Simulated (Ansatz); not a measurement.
# LiPb: the cost of one run

Method: DFT, PBE, plane-wave PAW, default files, scalar-relativistic, in Ansatz 0.2.0.

### Step 1. Starting point

Symmetry: R-3m, No. 166, trigonal system. The conventional cell has a = 4.987 Å, b = 4.987 Å, c = 6.188 Å, α = 90.00°, β = 90.00°, γ = 120.00°. Around Li (site symmetry -3m) lie 8 Pb at 3.06 to 3.09 Å. Around Pb (site symmetry -3m) lie 8 Li at 3.06 to 3.09 Å.

As a file:

```xyz
2
Lattice="2.4935 1.4396 2.0627 -2.4935 1.4396 2.0627 0.0000 -2.8792 2.0627" Properties=species:S:1:pos:R:3 pbc="T T T"
Li    0.0000    0.0000    3.0940
Pb    0.0000    0.0000    0.0000
```

### Step 2. Relaxing the atoms in the given cell

The input, input.yaml:

```yaml
crystal:
  lattice:
    - [2.4935002839, 1.4396230601, 2.06267]
    - [-2.4935002839, 1.4396230601, 2.06267]
    - [0.0, -2.8792461203, 2.06267]
  atoms:
    - { symbol: Li, position: [0.5, 0.5, 0.5] }
    - { symbol: Pb, position: [0.0, 0.0, 0.0] }
kpoints:
  mp_grid: { grid: [8, 8, 8] }
scf:
  occupations: { method: fermi_dirac, width: 0.05 }
hamiltonian:
  xc: pbe
  pseudopotentials: { kind: paw }
output:
  forces: true
  stress: true
  populations: true
  efg: { quadrupole_moments_barn: { Li: -0.0401 }, contact_densities: true }
relax:
  f_tol: 0.02
  max_steps: 60
```

Started as:

```bash
> ansatz run input.yaml --threads 1 --pin off --max-ram 2560MiB --backend cpu --events-out ev --progress --plain --runs-dir out
```

**Question.** How long does this run take on 1 thread of Arm Neoverse V1, shared host, and how much memory does it need?

About 4.8 s, with a peak of 0.39 GiB.
